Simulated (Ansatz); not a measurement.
Write the native input for Ansatz 0.2.0 that does the following.

- Task: relaxation of cell and atoms
- Functional: r2SCAN
- Potentials or basis: Ansatz PAW
- Cutoff: 500 eV (not typed: the program's choice for these potentials)
- k mesh: 6 × 6 × 3
- Occupations: fermi-dirac, width 0.05 eV
- Spin: no spin polarisation
- Target pressure: 2 GPa
- Target pressure (GPa): 2

CSe2:

```
CELL_PARAMETERS angstrom
3.56977 -2.99478 0.00000
3.56977 2.99478 0.00000
0.00000 0.00000 9.46265
ATOMIC_POSITIONS crystal
Se 0.21242 0.78758 0.87938
Se 0.78758 0.21242 0.12061
Se 0.28758 0.71242 0.37938
Se 0.71242 0.28758 0.62062
C 0.00000 0.00000 0.00000
C 0.50000 0.50000 0.50000
```

The cell comes from a database or a generator and needn't be the stable form of this composition.

These files were run (other wordings do the same):

input.yaml

```yaml
crystal:
  lattice:
    - [3.569767, -2.99478, 0.0]
    - [3.569767, 2.99478, 0.0]
    - [0.0, 0.0, 9.462652]
  atoms:
    - { symbol: Se, position: [0.212422, 0.787578, 0.879385] }
    - { symbol: Se, position: [0.787578, 0.212422, 0.120615] }
    - { symbol: Se, position: [0.287578, 0.712422, 0.379385] }
    - { symbol: Se, position: [0.712422, 0.287578, 0.620615] }
    - { symbol: C, position: [0.0, 0.0, 0.0] }
    - { symbol: C, position: [0.5, 0.5, 0.5] }
hamiltonian:
  xc: r2scan
  pseudopotentials: { kind: paw }
kpoints:
  mp_grid: { grid: [6, 6, 3] }
scf:
  occupations: { method: fermi_dirac, width: 0.05 }
output:
  forces: true
  stress: true
  eigenvalues: true
relax:
  f_tol: 0.01
  max_steps: 40
  cell: { stress_tol: 0.05, p_target: 2.0 }
```

Potentials or basis: Ansatz PAW.

Run with:

```console
$ ansatz run input.yaml --threads 2 --pin off --max-ram 5632MiB --backend cpu --events-out ev --progress --plain --runs-dir out
```

It gave:

```json
{
 "Relaxed volume": "25.44 Å³/atom",
 "Relaxed cell": "a = 4.201 Å, b = 4.201 Å, c = 8.698 Å, α = 90.00°, β = 90.00°, γ = 83.75°",
 "Space group after relaxing (to 0.05 Å)": "Cmce (No. 64)",
 "Energy change on relaxing (the enthalpy is what falls)": "+23.4 meV/atom",
 "Ionic steps": "7",
 "Pressure after relaxing": "2.0 GPa",
 "Band gap on the k mesh": "1.68 eV, indirect (least direct gap 1.96 eV)"
}
```

Caveat: the volume moved by over 15 % at a fixed basis, so the end points are rough; odd divisions of the mesh miss points on the zone boundary, where band edges often lie, so the gap on the mesh can be too wide; the plane-wave basis is chosen anew once the cell has moved, so the energies of steps on either side of that aren't comparable; the PAW data sets come from PBE, with cores solved anew for the run's functional, which leaves a small shift of forces and pressure.

Wall time 2.1 min on 2 threads of Arm Neoverse V1 (shared host), peak memory 0.95 GiB.
